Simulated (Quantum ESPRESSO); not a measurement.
# HfB (Fm-3m) in Quantum ESPRESSO: notebook, part 2 of 2

Quantum ESPRESSO 7.5. Earlier steps stand in the parts before.

## (3) Phonons, PBE, target pressure 5 GPa, at which the enthalpy is minimised

pw.in reads:

```
&CONTROL
  calculation = 'scf'
  prefix = 'pwscf'
  outdir = './tmp'
  pseudo_dir = './pseudo'
  tprnfor = .true.
  tstress = .true.
  disk_io = 'low'
/
&SYSTEM
  ibrav = 0
  nat = 2
  ntyp = 2
  ecutwfc = 45
  ecutrho = 360
  nbnd = 13
  occupations = 'smearing'
  smearing = 'mv'
  degauss = 0.01469973
/
&ELECTRONS
  conv_thr = 4d-10
  electron_maxstep = 120
  mixing_beta = 0.5
/
ATOMIC_SPECIES
Hf   178.4900 hf_pbe_v1.uspp.F.UPF
B     10.8100 b_pbe_v1.4.uspp.F.UPF
CELL_PARAMETERS angstrom
   0.0000000000    2.3100000000    2.3100000000
   2.3100000000    0.0000000000    2.3100000000
   2.3100000000    2.3100000000    0.0000000000
ATOMIC_POSITIONS crystal
Hf     0.5000000000    0.5000000000    0.5000000000
B      0.0000000000    0.0000000000    0.0000000000
K_POINTS automatic
10 10 10 0 0 0
```

relax.in reads:

```
&CONTROL
  calculation = 'vc-relax'
  prefix = 'pwscf'
  outdir = './tmp'
  pseudo_dir = './pseudo'
  tprnfor = .true.
  tstress = .true.
  disk_io = 'low'
  nstep = 40
  forc_conv_thr = 0.0001
  etot_conv_thr = 1d-06
/
&SYSTEM
  ibrav = 0
  nat = 2
  ntyp = 2
  ecutwfc = 45
  ecutrho = 360
  nbnd = 13
  occupations = 'smearing'
  smearing = 'mv'
  degauss = 0.01469973
/
&ELECTRONS
  conv_thr = 4d-10
  electron_maxstep = 120
  mixing_beta = 0.5
/
&IONS
  ion_dynamics = 'bfgs'
/
&CELL
  cell_dynamics = 'bfgs'
  press = 50
  press_conv_thr = 0.2
/
ATOMIC_SPECIES
Hf   178.4900 hf_pbe_v1.uspp.F.UPF
B     10.8100 b_pbe_v1.4.uspp.F.UPF
CELL_PARAMETERS angstrom
   0.0000000000    2.3100000000    2.3100000000
   2.3100000000    0.0000000000    2.3100000000
   2.3100000000    2.3100000000    0.0000000000
ATOMIC_POSITIONS crystal
Hf     0.5000000000    0.5000000000    0.5000000000
B      0.0000000000    0.0000000000    0.0000000000
K_POINTS automatic
10 10 10 0 0 0
```

scf2.in reads:

```
&CONTROL
  calculation = 'scf'
  prefix = 'pwscf'
  outdir = './tmp'
  pseudo_dir = './pseudo'
  tprnfor = .true.
  tstress = .true.
  disk_io = 'low'
/
&SYSTEM
  ibrav = 0
  nat = 2
  ntyp = 2
  ecutwfc = 45
  ecutrho = 360
  nbnd = 13
  occupations = 'smearing'
  smearing = 'mv'
  degauss = 0.01469973
/
&ELECTRONS
  conv_thr = 1d-13
  electron_maxstep = 120
  mixing_beta = 0.5
  startingpot = 'file'
  startingwfc = 'file'
/
ATOMIC_SPECIES
Hf   178.4900 hf_pbe_v1.uspp.F.UPF
B     10.8100 b_pbe_v1.4.uspp.F.UPF
CELL_PARAMETERS angstrom
   0.0000000000    2.3967160138    2.3967160138
   2.3967160138    0.0000000000    2.3967160138
   2.3967160138    2.3967160138    0.0000000000
ATOMIC_POSITIONS crystal
Hf     0.5000000000    0.5000000000    0.5000000000
B      0.0000000000    0.0000000000    0.0000000000
K_POINTS automatic
10 10 10 0 0 0
```

ph.in reads:

```
phonons of HfB
&INPUTPH
  prefix = 'pwscf'
  outdir = './tmp'
  tr2_ph = 1d-18
  fildyn = 'dyn'
  niter_ph = 90
  alpha_mix(1) = 0.4
/
0.0000000000 0.0000000000 0.0000000000
```

dynmat.in reads:

```
&INPUT
  fildyn = 'dyn'
  asr = 'crystal'
  filout = 'dynmat.disp'
  fileig = 'dynmat.eig'
/
```

Potentials or basis: GBRV 1.5 PBE.

Started as:

```bash
> OMP_NUM_THREADS=1 pw.x -in pw.in > pw.out
> OMP_NUM_THREADS=1 pw.x -in relax.in > relax.out
> OMP_NUM_THREADS=1 pw.x -in scf2.in > scf2.out
> OMP_NUM_THREADS=1 ph.x -in ph.in > ph.out
> OMP_NUM_THREADS=1 dynmat.x -in dynmat.in > dynmat.out
```

pw.out:

```text
This program is part of the open-source Quantum ESPRESSO suite
     for quantum simulation of materials; please cite
[... 9 lines left out ...]
     --------------------
     sticks:   dense  smooth     PW     G-vecs:    dense   smooth      PW
     Sum         955     475    151                19195     6855    1243

     Using Slab Decomposition

     bravais-lattice index     =            0
     lattice parameter (alat)  =       6.1734  a.u.
     unit-cell volume          =     166.3652 (a.u.)^3
     number of atoms/cell      =            2
     number of atomic types    =            2
     number of electrons       =        15.00
     number of Kohn-Sham states=           13
     kinetic-energy cutoff     =      45.0000  Ry
     charge density cutoff     =     360.0000  Ry
     scf convergence threshold =      4.0E-10
     mixing beta               =       0.5000
     number of iterations used =            8  plain     mixing
     Exchange-correlation=  SLA  PW   PBX  PBC
                           (   1   4   3   4   0   0   0)

     celldm(1)=   6.173420  celldm(2)=   0.000000  celldm(3)=   0.000000
     celldm(4)=   0.000000  celldm(5)=   0.000000  celldm(6)=   0.000000

     crystal axes: (cart. coord. in units of alat)
               a(1) = (   0.000000   0.707107   0.707107 )
               a(2) = (   0.707107   0.000000   0.707107 )
               a(3) = (   0.707107   0.707107   0.000000 )

     reciprocal axes: (cart. coord. in units 2 pi/alat)
               b(1) = ( -0.707107  0.707107  0.707107 )
               b(2) = (  0.707107 -0.707107  0.707107 )
               b(3) = (  0.707107  0.707107 -0.707107 )

     PseudoPot. # 1 for Hf read from file:
[... 102 lines left out ...]
     iteration #  1     ecut=    45.00 Ry     beta= 0.50
     Davidson diagonalization with overlap
     ethr =  1.00E-02,  avg # of iterations =  2.5

     negative rho (up, down):  1.129E-01 0.000E+00
[... 76 lines left out ...]
     iteration # 10     ecut=    45.00 Ry     beta= 0.50
     Davidson diagonalization with overlap
     ethr =  6.11E-12,  avg # of iterations =  2.0

     negative rho (up, down):  1.142E-01 0.000E+00

     End of self-consistent calculation

          k = 0.0000 0.0000 0.0000 (   869 PWs)   bands (ev):

   -44.7371 -13.2685 -13.2685 -13.2685   5.4209  17.1987  17.1987  17.1987
    18.9260  18.9260  18.9260  19.2316  19.2316

          k = 0.0707 0.0707-0.0707 (   875 PWs)   bands (ev):
[... 146 lines left out ...]
   -44.6758 -13.9363 -13.5287 -13.5287   8.2466  13.8897  14.0638  17.3431
    17.3431  21.2635  22.9281  22.9281  24.4369

          k = 0.2828 0.1414 0.0000 (   854 PWs)   bands (ev):

   -44.7122 -13.5969 -13.3896 -13.3195   7.1411  13.7526  14.9300  15.5059
    17.6312  20.1614  21.3431  22.4097  25.7509

          k = 0.3536 0.2121-0.0707 (   852 PWs)   bands (ev):
[... 71 lines left out ...]
   -44.6758 -13.7984 -13.6724 -13.5340   9.1810  13.6444  13.7423  13.9810
    19.5862  21.3836  22.9432  22.9844  26.0905

     the Fermi energy is    14.9714 ev

!    total energy              =    -165.39342691 Ry
     estimated scf accuracy    <          7.2E-11 Ry
     smearing contrib. (-TS)   =      -0.00002219 Ry
     internal energy E=F+TS    =    -165.39340473 Ry

     The total energy is F=E-TS. E is the sum of the following terms:
     one-electron contribution =      -9.92002040 Ry
     hartree contribution      =      12.80591892 Ry
     xc contribution           =     -78.94403431 Ry
     ewald contribution        =     -89.33526894 Ry

     convergence has been achieved in  10 iterations

     negative rho (up, down):  1.142E-01 0.000E+00

     Forces acting on atoms (cartesian axes, Ry/au):

     atom    1 type  1   force =    -0.00000000   -0.00000000    0.00000000
     atom    2 type  2   force =     0.00000000    0.00000000    0.00000000

     Total force =     0.000000     Total SCF correction =     0.000000

     Computing stress (Cartesian axis) and pressure

     negative rho (up, down):  1.142E-01 0.000E+00
          total   stress  (Ry/bohr**3)                   (kbar)     P=      310.55
   0.00211106   0.00000000   0.00000000          310.55        0.00        0.00
   0.00000000   0.00211106   0.00000000            0.00      310.55        0.00
   0.00000000   0.00000000   0.00211106            0.00        0.00      310.55

=------------------------------------------------------------------------------=
   JOB DONE.
=------------------------------------------------------------------------------=
```

Run time: 3.3 min. Hardware: 1 thread of Arm Neoverse V2, shared host; peak memory 0.2 GiB.

What came out:

```yaml
Free_energy: -2250.6028 eV
Relaxed_volume: 13.77 Å³/atom
Relaxed_cell: a = 3.389 Å, b = 3.389 Å, c = 3.389 Å, α = 60.00°, β = 60.00°, γ = 60.00°
Space_group_after_relaxing_to_0.05_Å: Fm-3m (No. 225)
Pressure_after_relaxing: 5.2 GPa
Band_gap_on_the_k_mesh: none (metal or under the smearing width)
Highest_phonon_frequency_at_Γ: 468 cm⁻¹
```

Step by step:
```
step  energy change (eV)  largest force (eV/Å)  pressure (GPa)  volume (Å³)
   1              0.0000                0.0000           31.05        24.65
   2             -0.3157                0.0000            1.38        28.07
   3             -0.3072                0.0000            4.49        27.61
   4             -0.3050                0.0000            5.01        27.53
   5             -0.3050                0.0000            5.00        27.53
```

Final structure:
```cif
data_structure
_symmetry_space_group_name_H-M 'P 1'
_symmetry_Int_Tables_number 1
_cell_length_a 3.3895
_cell_length_b 3.3895
_cell_length_c 3.3895
_cell_angle_alpha 60.000
_cell_angle_beta 60.000
_cell_angle_gamma 60.000
_cell_volume 27.53
loop_
_atom_site_label
_atom_site_type_symbol
_atom_site_fract_x
_atom_site_fract_y
_atom_site_fract_z
_atom_site_occupancy
Hf1 Hf 0.50000 0.50000 0.50000 1
B1 B 0.00000 0.00000 0.00000 1
```

Phonon frequencies in cm⁻¹ (negative: imaginary):
| q point | frequencies |
| --- | --- |
| (0.000, 0.000, 0.000) | -4 -4 -4 468 468 468 |

Optical modes at Γ, degenerate ones joined:
```csv
cm⁻¹,components,symmetry,active in
468,3,T1u,IR
```

Caveat: the cell is more than 3 GPa from zero pressure, which shifts response properties. Spin-orbit coupling is left out, which matters for the levels of Hf.
